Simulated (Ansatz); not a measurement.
What does this script print? It uses the Python package of Ansatz (0.2.0).

Script `run_methods.py`:
```python
"""C3H4ClI at several levels of theory."""

from pathlib import Path
import warnings

import ansatz
from ase import Atoms
import numpy as np

BASIS = "def2-SVP"

warnings.simplefilter("ignore", ansatz.DeckWarning)

atoms = Atoms(["C", "C", "Cl", "C", "I", "H", "H", "H", "H"], positions=[
    [-0.1472, -0.7796, -0.8962],
    [0.3504, -0.1498, 0.3538],
    [1.5442, -1.1385, 1.0877],
    [0.1027, 1.0188, 0.9506],
    [-1.3549, 2.3607, 0.3006],
    [-0.9623, -0.0987, -1.3796],
    [0.6316, -0.8702, -1.6392],
    [-0.6101, -1.6945, -0.7135],
    [0.534, 1.3055, 1.9189],
])
geometry = ansatz.Crystal.molecule_from_ase(atoms)

model = geometry.calculation().basis(gaussian=BASIS)

print("functional    E (Ha)        dipole (D)   HOMO (eV)  LUMO (eV)")
for name in ["lda", "r2scan", "pbe0", "hf", "revpbe", "b3lyp"]:
    data = model.functional(name).forces().orbitals().run(threads=1, runs_dir="runs").report
    lines = Path(data["orbitals_path"]).read_text().splitlines()
    field_of = lambda key: [line.split("=")[1].strip() for line in lines if line.startswith(key)]
    orbitals = [(27.211386 * float(e), s, float(n)) for e, s, n in zip(field_of("Ene="), field_of("Spin="), field_of("Occup="))]
    homo = max(e for e, _, n in orbitals if n > 0.5)
    lumo = min(e for e, _, n in orbitals if n < 0.5)
    dipole = 4.803205 * np.linalg.norm(data["charge_distribution"]["dipole_moment_e_ang"])
    print(f"{name:10s} {data['free_energy_ev'] / 27.211386246:14.6f} {dipole:9.3f} {homo:11.3f} {lumo:10.3f}")
```

Output of `python run_methods.py`:
```text
functional    E (Ha)        dipole (D)   HOMO (eV)  LUMO (eV)
lda           -871.367386     0.839      -5.762     -1.806
r2scan        -874.377856     0.915      -5.937     -1.518
pbe0          -874.084868     0.874      -6.786     -0.728
hf            -871.811884     0.946      -9.178      3.024
revpbe        -874.287719     0.834      -5.603     -1.563
b3lyp         -874.470657     0.820      -6.493     -0.887
```

Total energies depend on the basis set; only differences at equal settings carry meaning. The geometry is a force-field or estimated start, not a minimum of this method, and the basis set is short of its limit. A lower total doesn't mark the better method: functionals have no common bound, and MP2 and coupled cluster aren't variational. def2 sets replace the cores of elements past krypton by effective core potentials. b3lyp holds the VWN-RPA fit, as in Gaussian; the form of ORCA and Turbomole is b3lyp5. Levels such as HOMO and LUMO are orbital energies: with these approximate functionals they aren't the ionisation energy and electron affinity, and their gap isn't the fundamental gap. Run time: 31 s on 1 thread of Arm Neoverse V1, with other jobs on the host, peak memory 0.33 GiB.
